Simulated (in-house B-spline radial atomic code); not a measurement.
# F³⁺: ionisation energy by several methods

The task here is to estimate one member of a computed series from the others.

Method: scalar-relativistic (X2C), several functionals, spin-polarised, exact exchange averaged over the configuration; spherical all-electron atom at the radial basis limit. Code: in-house B-spline radial atomic code version 1.

**What is computed**

- element: fluorine (Z = 9)
- charge: +3
- electrons: 6
- configuration: [He] 2s2 2p2
- nucleus: Fermi, rms radius 2.898 fm

Outer shells as boxes (Hund's rule):

[He] 2s2 2p2
```
[He] core
2s [↑↓]
2p [↑ ][↑ ][  ]
```

Where spins are not typed, each open shell is filled with up spins first.

The first run:

Input settings:

```ini
Z = 9
electrons = 6.0
configuration = [He] 2s2 2p2
hamiltonian = x2c
method = hse06
spin_polarised = True
nucleus = fermi
rms_radius = 2.8976
mass_number = 19
atomic_mass = 18.99840316207
speed_of_light = 137.035999084
exact_exchange = averaged over the configuration
```

Command:

```
$ python run_scf.py task.json out
```

One command runs all members of the session, one after another, from task.json.

Steps of the session up to this table: HSE06; ωB97X; M06-2X; BHandHLYP; B97-1; PBE0.

One table of the session follows, with a row left open; its other results are not shown here.

| method | ΔSCF (eV) |
| --- | --- |
| M06-2X | 87.260 |
| BHandHLYP | 87.824 |
| B97-1 | 87.745 |
| PBE0 | 87.804 |
| HSE06 | ? |
| ωB97X | 87.637 |

Estimate the missing values for HSE06.

As computed: ΔSCF (eV): 87.826. In the column «ΔSCF (eV)» it is the highest.
